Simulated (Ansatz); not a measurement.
HfGe:

```
Hf Ge
1.0
     3.21967    0.00000    0.00000
     0.00000    3.21967    0.00000
     0.00000    0.00000    4.10843
Hf Ge
1 1
Direct
  0.50000 0.50000 0.00000
  0.00000 0.00000 0.00000
```

The cell was built by a generator and needn't be a form met in nature.

- Program: Ansatz 0.2.0
- Task: relaxation of cell and atoms
- Functional: B3LYP
- Potentials or basis: Ansatz PAW
- Cutoff: 420 eV (not typed: the program's choice for these potentials)
- k mesh: 4 × 4 × 4
- Occupations: fermi-dirac, width 0.05 eV
- Spin: no spin polarisation

At the start: volume 21.29 Å³/atom.

Question: Where does the relaxation end?

Answer: It ends after 10 steps and the volume is 30.62 Å³/atom (+43.8 %); space group P4/mmm (No. 123, to 0.05 Å).

The path:
```tsv
step	energy change (eV)	largest force (eV/Å)	volume (Å³)
1	0.0000	0.0000	42.59
2	-1.9452	0.0000	46.94
3	-2.9441	0.0000	51.68
4	-3.2587	0.0000	57.95
5	-3.2842	0.0000	58.91
6	-3.2846	0.0000	58.98
7	-3.3334	0.0000	58.98
8	-3.3398	0.0000	60.91
9	-3.3399	0.0000	61.25
10	-3.3403	0.0000	61.25
```

Final structure:
```
Hf Ge
1.0
     3.72691    0.00000    0.00000
     0.00000    3.72691    0.00000
     0.00000    0.00000    4.40955
Hf Ge
1 1
Direct
  0.50000 0.50000 0.00000
  0.00000 0.00000 0.00000
```

Caveat: the k mesh is coarse (spacing up to 0.49 Å⁻¹), so the values aren't converged, least of all with exact exchange; the volume moved by over 15 % at a fixed basis, so the end points are rough; the plane-wave basis is chosen anew once the cell has moved, so the energies of steps on either side of that aren't comparable; the PAW data sets come from PBE, with cores solved anew for the run's functional, which leaves a small shift of forces and pressure.
